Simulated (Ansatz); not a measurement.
# CH5BF3N: how energies converge with the basis set

An exercise on one series of results from a longer session: the logs are not shown, and one member is left open.

The runs use Ansatz 0.2.0, Gaussian basis; one geometry, several basis sets.

Plan: PBE0-D4/def2-SVP; ωB97M-V/def2-SVP; PBE0-D4/def2-QZVPP; ωB97M-V/def2-QZVPP; the functionals' def2-TZVPP values are taken from earlier runs.

## The geometry

The geometry comes from an earlier relaxation with PBE0-D4 in a triple-zeta def2 set; it is a stationary point, not always the lowest conformer.

11 atoms, charge 0, spin multiplicity 1.

Atoms are counted from 1 here; the program's logs count them from 0.

Bond lengths: C1–N2 1.471 Å, C1–H7 1.090 Å, C1–H8 1.088 Å, C1–H9 1.088 Å, N2–B3 1.658 Å, N2–H10 1.016 Å, N2–H11 1.016 Å, B3–F4 1.371 Å, B3–F5 1.372 Å, B3–F6 1.371 Å. Angles: N2–C1–H7 111.3°, N2–C1–H8 108.3°, N2–C1–H9 108.3°, H7–C1–H8 110.0°, H7–C1–H9 110.0°, H8–C1–H9 108.7°, C1–N2–B3 114.2°, C1–N2–H10 110.8°, C1–N2–H11 110.8°, B3–N2–H10 106.9°, B3–N2–H11 106.9°, H10–N2–H11 106.8°, N2–B3–F4 105.0°, N2–B3–F5 103.9°, N2–B3–F6 105.0°, F4–B3–F5 113.9°, F4–B3–F6 113.9°, F5–B3–F6 113.9°.

Coordinates:

```xyz
11
CH5BF3N
C     0.0083   -0.9399    0.9232
N     0.5467   -0.1993   -0.2287
B    -0.4054    1.0621   -0.7308
F    -1.6005    0.4872   -1.0795
F     0.2851    1.5933   -1.7907
F    -0.4872    1.8981    0.3529
H     0.6691   -1.7571    1.2134
H    -0.9701   -1.3305    0.6514
H    -0.1105   -0.2445    1.7515
H     1.4616    0.1880   -0.0135
H     0.6684   -0.8145   -1.0287
```

Set-up of the first run:

The input, in.yaml:

```yaml
crystal:
  periodic: [false, false, false]
  atoms:
    - {symbol: C, position_ang: [0.008321, -0.939948, 0.923173]}
    - {symbol: N, position_ang: [0.546738, -0.199324, -0.228709]}
    - {symbol: B, position_ang: [-0.405425, 1.062067, -0.730806]}
    - {symbol: F, position_ang: [-1.600501, 0.487242, -1.079514]}
    - {symbol: F, position_ang: [0.285062, 1.593304, -1.790702]}
    - {symbol: F, position_ang: [-0.487196, 1.898142, 0.352915]}
    - {symbol: H, position_ang: [0.669101, -1.757080, 1.213440]}
    - {symbol: H, position_ang: [-0.970149, -1.330508, 0.651398]}
    - {symbol: H, position_ang: [-0.110526, -0.244540, 1.751462]}
    - {symbol: H, position_ang: [1.461563, 0.188017, -0.013526]}
    - {symbol: H, position_ang: [0.668410, -0.814472, -1.028733]}
basis:
  gaussian: {orbitals: def2-SVP}
hamiltonian: {xc: pbe0, dispersion: d4}
output: {orbitals: {seedname: orbitals}}
```

Launch:

```bash
> ansatz run in.yaml --threads 4 --pin off --events-out ev --progress --plain --max-ram 10444MiB
```

Steps of the session up to this table: PBE0-D4 in def2-SVP; ωB97M-V in def2-SVP; PBE0-D4 in def2-QZVPP; ωB97M-V in def2-QZVPP.

One of the session's tables, all rows but one given; the rest of the session is left out.

It belongs to the step «Density functionals: the series». 

```
functional       basis  HOMO (eV)  LUMO (eV)
   PBE0-D4    def2-SVP      -9.77       0.70
   PBE0-D4  def2-TZVPP      -9.99       0.09
   PBE0-D4  def2-QZVPP          ?          ?
   ωB97M-V    def2-SVP     -12.23       2.32
   ωB97M-V  def2-TZVPP     -12.40       1.48
   ωB97M-V  def2-QZVPP     -12.44       0.90
```

**Question.** Estimate the row for PBE0-D4, def2-QZVPP.

The run gave: HOMO (eV): -10.03; LUMO (eV): -0.24. In the column «HOMO (eV)» it lies between ωB97M-V, def2-SVP (-12.23) and PBE0-D4, def2-TZVPP (-9.99).
